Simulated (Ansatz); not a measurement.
# Nb2B (P6/mmm) in Ansatz: band structure with PBE

Aim: the band structure of Nb2B with PBE.

All numbers are computed with Ansatz 0.2.0; they aren't measurements. Logs are shortened: lines on timing, memory, paths and dates and some standing lists are left out, and cuts for length are marked.

## Step 1: Starting point

The structure is hexagonal, space group P6/mmm (No. 191). The conventional cell has a = 4.408 Å, b = 4.408 Å, c = 2.669 Å, α = 90.00°, β = 90.00°, γ = 120.00°. Nb (site symmetry -6m2) has 5 Nb at 2.54 to 2.67 Å and 6 B at 2.87 Å as nearest neighbours. B (site symmetry 6/mmm) is surrounded by 2 B at 2.67 Å and 12 Nb at 2.87 Å.

The cell was built by a generator and needn't be a form met in nature.

## Step 2: Band structure, PBE

The input, input.yaml:

```yaml
crystal:
  lattice:
    - [4.4076, 0.0, 0.0]
    - [-2.2038, 3.8171, 0.0]
    - [0.0, 0.0, 2.66855]
  atoms:
    - { symbol: Nb, position: [0.33333, 0.66667, 0.5] }
    - { symbol: Nb, position: [0.66667, 0.33333, 0.5] }
    - { symbol: B, position: [0.0, 0.0, 0.0] }
hamiltonian:
  xc: pbe
  pseudopotentials: { kind: paw }
kpoints:
  mp_grid: { grid: [5, 5, 7] }
  band_path:
    path:
      - [[0.0, 0.0, 0.0], [0.5, 0.0, 0.0], [0.3333333333, 0.3333333333, 0.0], [0.0, 0.0, 0.0], [0.0, 0.0, 0.5], [0.5, 0.0, 0.5], [0.3333333333, 0.3333333333, 0.5], [0.0, 0.0, 0.5]]
      - [[0.5, 0.0, 0.5], [0.5, 0.0, 0.0]]
      - [[0.3333333333, 0.3333333333, 0.0], [0.3333333333, 0.3333333333, 0.5]]
    npoints: 14
scf:
  occupations: { method: fermi_dirac, width: 0.05 }
  n_extra_bands: 7
output:
  forces: true
  stress: true
  eigenvalues: true
  fatbands: false
  write_density: true
  write_potential: true
  elf: true
  volumetric_format: npy
```

Potentials or basis: Ansatz PAW.

Launch:

```sh
$ ansatz run input.yaml --threads 2 --pin off --max-ram 5632MiB --backend cpu --events-out ev --progress --plain --runs-dir out
```

Log:

```text
Warning: the atoms were moved onto the symmetric positions of the space group found under crystal.symmetry.tolerance 1.0e-5 (fractional; no operation is sought that the atoms, as they stand in a round, miss by more than twice it, and no atom is moved by as much as it), and the run uses the moved positions. Before a round's move an operation carried an atom to 4.41e-5 Å from where it should land, the largest such distance. Atom 0 (counting from 0) moved farthest, by 2.54e-5 Å; the longest move in fractions of the cell, of whichever atom, is 0.47 of the tolerance, in 1 round. To run the atoms as typed, lower crystal.symmetry.tolerance until the operations that they miss are no longer found, or set crystal.symmetry.detect: false (a key that needs symmetry detection or time reversal refuses this as the deck is read). The positions used, in the order of the run's atom list: position: [0.3333333333333333, 0.6666666666666666, 0.5]; position: [0.6666666666666666, 0.3333333333333333, 0.5]; position: [0.0, 0.0, 0.0]; The lattice was moved too: crystal.lattice keeps the space group found at crystal.symmetry.tolerance 1.0e-5 only nearly: the operation that it misses by the most changes a squared length by the fraction 2.92e-6. The run uses the lattice that is a stretch of the typed one, with no rotation, onto the one that keeps every operation to a double's rounding (on a very oblique basis the stretch itself rounds by more); the deck's lattice vector that moved farthest moved by 3.71e-6 Å. To run the lattice as typed, set crystal.symmetry.tolerance under 2.91e-6, the least fraction by which an operation that the lattice misses changes a squared length (the same key also sets how far an atom may lie from its image, so lowering it can lose operations that the atoms keep only within it), or set crystal.symmetry.detect: false, as for the atoms. crystal.lattice made exact, in Å and degrees: [[4.407603712525284, 0.0, 0.0], [-2.203801856262642, 3.8170967848615, 0.0], [0.0, 0.0, 2.66855]]. Pasted over the deck's crystal.lattice, beside positions in fractional coordinates, it runs the same cell (given as lengths and angles, that cell in the form's own orientation, a rigid turn of the misfit's size from the one run here, for which a checkpoint.post_process_only pass over this run's state can be refused: where this run relaxes nothing, give such a pass this deck's own crystal.lattice, as typed; behind a relaxation, as crystal.lattice, the state's own cell, identity.cell in its checkpoint.json), and a matrix so pasted ends this notice, except on a very skew basis of the lattice, where the rounding of the pasted numbers themselves can read as a misfit: the cell is then moved again, and that move is told again. The lattice as run is in this notice's lattice.as_run_ang field (Run.prep()["deck_notices"] in Python, the deck_notice line of an events file, deck_notices of ansatz run --dry-run=json, or deck_notices in record.json in the deck's checkpoint.write directory).
Warning: RAYON_NUM_THREADS=2 ignored (pool sized by the plan → 2); use --threads N
scf.n_extra_bands = 7 over 15 filled bands (N_el = 29.0): the run solves 22 bands
Engine: ansatz 0.2.0, aarch64-unknown-linux-gnu
Pseudopotentials: kind: paw
Pseudopotential: Nb, paw, valence charge 13, recommended cutoff 420 eV (normal), Nb.paw.azcp
Pseudopotential: B, paw, valence charge 3, recommended cutoff 420 eV (normal), B.paw.azcp
Functional definition: PBE
  parameter kappa = 0.804
  parameter beta = 0.06672455060314922
  exchange = pbe_x(kappa = kappa, mu = beta*pi^2/3)
  correlation = pbe_c(beta = beta)
Crystal: 3 atoms, lattice volume = 44.896 Å³
Basis set: ecut = 420 eV, 903 PW (Γ), exchange–correlation on 60×60×36 points (8 copies of the dense FFT grid, shifted against one another)
Bands: 22, of which v1, the nominal top of the filled ones, is band 15 counted from 1 (14 counted from 0)
Symmetry: 24 space group operations
Space group: P6/mmm (ITA 191), of the structure as read, at distance tolerance 3.6e-5 Å
k-points: 20 of 175
Non-local potential: Nb, projectors of the file, l = 0: 3, l = 1: 2, l = 2: 2, l = 3: 1
Non-local potential: B, projectors of the file, l = 0: 2, l = 1: 2, l = 2: 1
PAW form: soft (Blöchl's): semilocal exchange-correlation on the pseudo side does not see the compensation charge
PAW one-centre angular grid: Nb, 590 points (default); XC on 64 Gauss nodes
PAW one-centre angular grid: B, 110 points (default); XC on 64 Gauss nodes
Initial density: superposition of atomic densities (neutral atoms: chi_scale 0, normalization atom), corrected by the library's trained network
Initial wavefunctions: pseudopotential atomic-orbital guess
Functional: x = pbe(κ = 0.804, μ = 0.2195149727645171), c = pbe(β = 0.06672455060314922)
SCF iter   1: F=—  HF=-9257.649214 eV  |F-HF|=—  |Δ(HF+E_count)|=         —  Δρ=6.93e-3  dr2=1.58e-2  ethr=1.77e-3  ⟨swp⟩=5.8  Hψ=1951  notcnv=0
preconditioner: auto → none  [insulator: Δε(μ)=0.113 eV  Ē_g=6.177 eV  σ=0.050 eV  W_gap=0.51  n_scr=8 (ndim 8)  ℏωp=20.0 eV  f_vac=0.000  D(μ)=1.70/eV (n_scr^D=8)  ε∞_Penn≈11.5]
SCF iter   2: F=—  HF=-9257.647706 eV  |F-HF|=—  |Δ(HF+E_count)|=   1.51e-3  Δρ=3.21e-3  dr2=2.24e-3  ethr=5.45e-5  ⟨swp⟩=1.2  Hψ=609  notcnv=0  defer=5
SCF iter   3: F=—  HF=-9257.647772 eV  |F-HF|=—  |Δ(HF+E_count)|=   6.56e-5  Δρ=3.82e-4  dr2=2.80e-5  ethr=7.74e-6  ⟨swp⟩=1.8  Hψ=445  notcnv=0  defer=5
SCF iter   4: F=—  HF=-9257.647808 eV  |F-HF|=—  |Δ(HF+E_count)|=   3.66e-5  Δρ=4.43e-5  dr2=5.64e-7  ethr=9.64e-8  ⟨swp⟩=2.5  Hψ=573  notcnv=0  defer=5
iter 5 did not close the SCF: its close was put off for the readings that it lacked (scf_convergence_deferred on its scf_iter line)
SCF iter   5: F=-9257.647808 eV  HF=-9257.647808 eV  |F-HF|=3.47e-9  |Δ(HF+E_count)|=   2.25e-8  Δρ=9.31e-6  dr2=2.22e-8  ethr=1.94e-9  ⟨swp⟩=2.1  Hψ=664  notcnv=0  defer=5
SCF iter   6: F=-9257.647808 eV  HF=-9257.647808 eV  |F-HF|=2.06e-10  |Δ(HF+E_count)|=   1.65e-9  Δρ=1.81e-6  dr2=4.63e-10  ethr=7.67e-11  ⟨swp⟩=7.4  Hψ=2317  notcnv=0
SCF 1 converged in 6 iterations: F = -9257.647808 eV  dr2 = 4.63e-10
NSCF: frozen V_eff on 129 k-points
SCF converged after 6 iterations
Free energy (F): -9257.647808 eV
Harris-Foulkes:  -9257.647808 eV  (|F-HF|=2.06e-10)
Internal energy: -9257.633596 eV  (E = F + TS)
E sigma→0 (E₀):  -9257.640702 eV
Entropy (-TS):   -0.014212 eV (-4.737 meV/atom)
Fermi energy:    16.207361 eV
--- Per-component energies (eV) ---
  E_band       = -156.092431
  E_kinetic    = 835.835909
  E_local      = -1694.946209  (includes V_loc(G=0)·N_el)
  E_nonlocal   = 255.336991
  E_hartree    = 564.798140
  E_xc         = -381.708148
  E_vxc        = -462.268630  (∫ρ·V_xc dr)
  E_paw        = -6226.672581  (= ΣΔE_a)
  E_vpaw       = -219.646766  (= ΣTr[D̂ρ^β])
  E_aug_tail   = 0.000010  (compensation charges beyond the density's cutoff)
  E_ewald      = -2610.277707
  E_smearing   = -0.014212  (= −TS)
  E_closure    = 0.000000  (closes the sum)
  Σ components = -9257.647808   (vs F -9257.647808, Δ=0.00e0)
--- Forces (eV/Å), atoms counted from 1 ---
  atom   1  Nb     0.00000000    -0.00000000     0.00000000
  atom   2  Nb    -0.00000000     0.00000000    -0.00000000
  atom   3  B      0.00000000     0.00000000     0.00000000
  max |Σ_I F_I| component: 3.70e-17 eV/Å
--- Stress (GPa, compression-positive) ---
        0.947948       0.000000       0.000000
       -0.000000       0.947948      -0.000000
        0.000000      -0.000000      -0.804962
  P = ⅓ Tr σ = 0.3636 GPa (3.636 kbar)
--- Band table (eV; the first three rows and the last of 20) ---
  k-point 0: bands = ["-38.6631", "-38.1094", "-15.3655", "-15.3655", "-13.8444", "-13.8097", "-13.8097", "-13.4736", "7.0246", "12.7032", "12.8168", "12.8168", "14.8877", "16.2589", "16.2589", "18.3062", "18.4156", "18.4156", "20.9907", "20.9907", "21.4882", "22.0411"]
  k-point 1: bands = ["-38.6202", "-38.0695", "-15.3219", "-15.3219", "-14.1930", "-13.7801", "-13.7766", "-13.7766", "7.4606", "13.0558", "13.0558", "13.5315", "15.7579", "15.7579", "16.0516", "17.4168", "17.4168", "18.4880", "19.7388", "19.7388", "20.1569", "22.3733"]
  k-point 2: bands = ["-38.5223", "-37.9787", "-15.2225", "-15.2225", "-14.9281", "-14.4333", "-13.7014", "-13.7014", "8.6465", "13.6897", "13.6897", "14.0774", "14.0774", "14.4226", "17.2417", "17.2417", "17.9836", "17.9836", "18.7118", "19.1611", "19.4217", "22.1329"]
  k-point 19: bands = ["-38.2341", "-38.1235", "-15.3232", "-15.2622", "-15.1490", "-14.6146", "-14.1721", "-13.4216", "9.6982", "12.0846", "12.3647", "13.2457", "15.6273", "15.9376", "16.2590", "16.6885", "18.3480", "19.3075", "19.8036", "19.9814", "20.9710", "22.4352"]
```

bands.tsv:

```text
# k_distance	band_0	band_1	band_2	band_3	band_4	band_5	band_6	band_7	band_8	band_9	band_10	band_11	band_12	band_13	band_14	band_15	band_16	band_17	band_18	band_19	band_20	band_21
# fermi_ev = 16.207361
[... 146 lines left out ...]
7.860747	-54.386388	-54.386388	-31.551330	-31.413085	-31.413085	-30.601096	-30.601096	-29.605918	-6.602042	-4.133031	-3.400490	-3.400490	-0.302635	-0.302635	0.111255	0.633868	2.362594	2.933058	2.933058	4.275762	4.275762	6.462031
7.944837	-54.377881	-54.377881	-31.541499	-31.468225	-31.468225	-30.593313	-30.593313	-29.600116	-6.528500	-4.204779	-3.430918	-3.430918	-0.262430	-0.262430	-0.018975	0.571611	2.269344	3.208381	3.208381	4.204424	4.204424	6.476863
8.028928	-54.374993	-54.374993	-31.538164	-31.486856	-31.486856	-30.590671	-30.590671	-29.598149	-6.503700	-4.227225	-3.441801	-3.441801	-0.248489	-0.248489	-0.073016	0.559581	2.238038	3.343700	3.343700	4.121164	4.121164	6.481897
```

Wall time 2.1 s (2 threads of Arm Neoverse V1, shared host); peak memory 0.32 GiB.

Results:

| Quantity | Value |
| --- | --- |
| Free energy | -9257.6478 eV |
| Pressure | 0.4 GPa |
| Band gap on the k mesh | none (metal or under the smearing width) |

Stress tensor (GPa, compression positive):
```
 0.95  0.00  0.00
 0.00  0.95  0.00
 0.00  0.00 -0.80
```

Levels at the corners of the path, in eV from the Fermi level:
| point | band 12 | band 13 | band 14 | band 15 | band 16 | band 17 | band 18 | band 19 |
| --- | --- | --- | --- | --- | --- | --- | --- | --- |
| Γ | -3.39 | -1.32 | 0.05 | 0.05 | 2.10 | 2.21 | 2.21 | 4.78 |
| M | -2.68 | -2.29 | -1.76 | -0.18 | 1.85 | 2.00 | 2.96 | 3.29 |
| K | -1.78 | -1.78 | -1.49 | -0.74 | -0.74 | 1.27 | 3.32 | 3.32 |
| Γ | -3.39 | -1.32 | 0.05 | 0.05 | 2.10 | 2.21 | 2.21 | 4.78 |
| A | -3.42 | -1.69 | -1.69 | 0.41 | 0.41 | 1.20 | 1.20 | 2.93 |
| L | -2.46 | -1.03 | -0.34 | -0.31 | 0.72 | 1.57 | 3.09 | 3.82 |
| H | -3.44 | -0.25 | -0.25 | -0.07 | 0.56 | 2.24 | 3.34 | 3.34 |
| A | -3.42 | -1.69 | -1.69 | 0.41 | 0.41 | 1.20 | 1.20 | 2.93 |
| L | -2.46 | -1.03 | -0.34 | -0.31 | 0.72 | 1.57 | 3.09 | 3.82 |
| M | -2.68 | -2.29 | -1.76 | -0.18 | 1.85 | 2.00 | 2.96 | 3.29 |
| K | -1.78 | -1.78 | -1.49 | -0.74 | -0.74 | 1.27 | 3.32 | 3.32 |
| H | -3.44 | -0.25 | -0.25 | -0.07 | 0.56 | 2.24 | 3.34 | 3.34 |
